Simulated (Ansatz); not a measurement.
Run this with Ansatz 0.2.0 through its Python package and show what comes out.

`cohesive_srmg.py`:
```python
from collections import Counter
import warnings

import ansatz as az

config = {
    "dispersion": "d3bjatm",
    "max_iterations": 150,
    "extra_bands": 6,
    "k_spacing": 0.39,
    "smearing": "cold",
    "smearing_width": 0.02,
}


def counts(outcome):
    return Counter(site.symbol for site in outcome.lattice.sites)

UNPAIRED = {"Sr": 0, "Mg": 0}  # unpaired electrons of the free atoms


def solve(name, crystal):
    calc = (
        crystal.calculation()
        .functional(az.Functional.PBESOL, dispersion=config["dispersion"])
        .scf(max_iterations=config["max_iterations"], extra_bands=config["extra_bands"])
        .pseudopotentials("nc")
        .kpoints(spacing=config["k_spacing"])
        .occupations(config["smearing"], width=config["smearing_width"])
    )
    if name.endswith(" atom"):
        calc = calc.kpoints(1, 1, 1).occupations("fermi_dirac", width=0.01)
        if UNPAIRED[name.split()[0]]:
            calc = calc.spin("collinear")
        return calc.run(threads=1)
    calc = calc.relax(force_tolerance=0.02, cell=True)
    return calc.run(threads=1)


def main() -> None:
    warnings.simplefilter("ignore", az.DeckWarning)

    phases = {}
    srmg = (
        az.Lattice.from_parameters(4.190318, 4.190318, 4.190318, alpha=90.0, beta=90.0, gamma=90.0)
        .atom("Sr", (0.5, 0.5, 0.5))
        .atom("Mg", (0.0, 0.0, 0.0))
    )
    phases["SrMg"] = srmg
    for element, moment in UNPAIRED.items():
        phases[f"{element} atom"] = az.Lattice.orthorhombic(10.0, 10.5, 11.0).atom(element, (0.5, 0.5, 0.5), moment=moment or None)

    done = {name: solve(name, crystal) for name, crystal in phases.items()}

    for element in UNPAIRED:
        atom = done[f"{element} atom"].report
        print(f"{element} atom: {atom['energy_sigma0_ev']:.4f} eV, moment {atom['magnetization_mub']:.2f} muB")
    solid = done["SrMg"]
    n = counts(solid)
    binding = (sum(k * done[f"{e} atom"].report["energy_sigma0_ev"] for e, k in n.items()) - solid.report["energy_sigma0_ev"]) / sum(n.values())
    print(f"cohesive energy {binding:.3f} eV/atom = {96.4853 * binding:.0f} kJ/mol of atoms (no zero-point energy)")


if __name__ == "__main__":
    main()
```

`python cohesive_srmg.py` gives:
```text
Sr atom: -928.8641 eV, moment 0.00 muB
Mg atom: -1612.0849 eV, moment 0.00 muB
cohesive energy 1.993 eV/atom = 192 kJ/mol of atoms (no zero-point energy)
```

Notes:
- The settings weren't tested for convergence.
- The magnetic order follows from the starting moments and needn't be the lowest.
- Dispersion corrections can be off by several per cent in the lattices of metals, and by several GPa in the pressure at a fixed cell.
- For the metals among these phases the mesh is modest: differences between phases can be off by up to 40 meV an atom.
- The cells come from databases of deposited and of computed structures, and not all need be stable phases.
- Free atoms in a box carry small image and symmetry errors, and spin-orbit coupling is left out.
- It ran for 16 s on 1 thread of Arm Neoverse V2, with other jobs on the host, peak memory 1.4 GiB.
